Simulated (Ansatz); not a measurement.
**C3H6Si: up Jacob's ladder to CCSD(T)**

One table from this session's results is given with a row withheld; the runs are named, their logs left out.

Method: functionals in def2-TZVPP, the program's frozen cores in correlated methods; program: Ansatz 0.2.0, Gaussian basis.

Plan: LDA (SPW92), PBE-D4, revPBE-D4, BLYP-D4, r2SCAN-D4, B97M-V, PBE0-D4, B3LYP-D4, r2SCANh-D4, r2SCAN0-D4, HSE06-D4, BHLYP-D4, CAM-B3LYP-D4, LC-ωPBE, ωB97X-V, ωB97M-V, B2PLYP, PBE-QIDH; CCSD(T)/def2-SVP; CCSD(T)/def2-TZVPP; MP2/def2-QZVPP; extrapolation to the limit; RPA on PBE.

## Structure used throughout

An earlier PBE0-D4 in a triple-zeta def2 set relaxation fixed the geometry.

10 atoms, charge 0, spin multiplicity 1.

Atoms are counted from 1 here; the program's logs count them from 0.

Bond lengths: C1–Si2 1.863 Å, C1–H5 1.091 Å, C1–H6 1.093 Å, C1–H7 1.093 Å, Si2–C3 1.807 Å, Si2–C4 1.807 Å, Si2–H8 1.486 Å, C3–C4 1.334 Å, C3–H9 1.084 Å, C4–H10 1.084 Å. Angles: Si2–C1–H5 110.7°, Si2–C1–H6 110.6°, Si2–C1–H7 110.7°, H5–C1–H6 108.5°, H5–C1–H7 108.6°, H6–C1–H7 107.6°, C1–Si2–C3 123.4°, C1–Si2–C4 123.4°, C1–Si2–H8 111.1°, C3–Si2–C4 43.3°, C3–Si2–H8 120.0°, C4–Si2–H8 120.0°, Si2–C3–C4 68.3°, Si2–C3–H9 156.7°, C4–C3–H9 134.9°, Si2–C4–C3 68.3°, Si2–C4–H10 156.7°, C3–C4–H10 134.9°.

The first run:

in.yaml

```yaml
crystal:
  periodic: [false, false, false]
  atoms:
    - {symbol: C, position_ang: [-1.303902, 0.293871, -0.920626]}
    - {symbol: Si, position_ang: [-0.237961, -0.250475, 0.506479]}
    - {symbol: C, position_ang: [1.486735, -0.756855, 0.323184]}
    - {symbol: C, position_ang: [1.385166, 0.458931, 0.862428]}
    - {symbol: H, position_ang: [-0.689683, 0.688990, -1.731742]}
    - {symbol: H, position_ang: [-2.003994, 1.071501, -0.604039]}
    - {symbol: H, position_ang: [-1.891327, -0.544016, -1.305188]}
    - {symbol: H, position_ang: [-1.063440, -0.808094, 1.608726]}
    - {symbol: H, position_ang: [2.309761, -1.408080, 0.052841]}
    - {symbol: H, position_ang: [2.091746, 1.203225, 1.210736]}
basis:
  gaussian: {orbitals: def2-TZVPP}
hamiltonian: {xc: lda}
output: {orbitals: {seedname: orbitals}}
```

The run is started by

```console
ansatz run in.yaml --threads 2 --pin off --events-out ev --progress --plain --max-ram 4352MiB
```

Among the steps run: LDA; PBE-D4 (GGA); revPBE-D4 (GGA); BLYP-D4 (GGA); r2SCAN-D4 (meta-GGA); B97M-V (meta-GGA); B3LYP-D4 (hybrid); r2SCANh-D4 (hybrid); r2SCAN0-D4 (hybrid); HSE06-D4 (hybrid); BHLYP-D4 (hybrid); CAM-B3LYP-D4 (range-separated); LC-ωPBE (range-separated); ωB97X-V (range-separated); ωB97M-V (range-separated); B2PLYP (double hybrid); PBE-QIDH (double hybrid).

One of the session's tables, all rows but one given; the rest of the session is left out.

It belongs to the step «Frontier levels by functional». 

```
  functional  HOMO (eV)  gap (eV)
 LDA (SPW92)      -6.13      4.70
      PBE-D4      -6.03      4.85
   revPBE-D4      -5.99      4.90
     BLYP-D4      -5.91      4.88
   r2SCAN-D4      -6.25      5.33
      B97M-V      -6.30      5.46
     PBE0-D4      -7.20      7.09
    B3LYP-D4      -7.00      6.67
  r2SCANh-D4          ?         ?
  r2SCAN0-D4      -7.34      7.37
    HSE06-D4      -6.80      6.30
    BHLYP-D4      -8.30      9.32
CAM-B3LYP-D4      -8.53      9.60
     LC-ωPBE      -9.85     12.11
     ωB97X-V      -9.52     11.67
     ωB97M-V      -9.37     11.36
```

Estimate the missing values for r2SCANh-D4.

Worked estimate for «HOMO (eV)». Against the share of exact exchange, r2SCAN-D4 (0, -6.25), r2SCAN0-D4 (0.25, -7.34) give a slope of -4.36 per unit share; at 0.1 the line stands at -6.69.

As computed: HOMO (eV): -6.68; gap (eV): 6.15. In «HOMO (eV)» the line misses by -0.01.
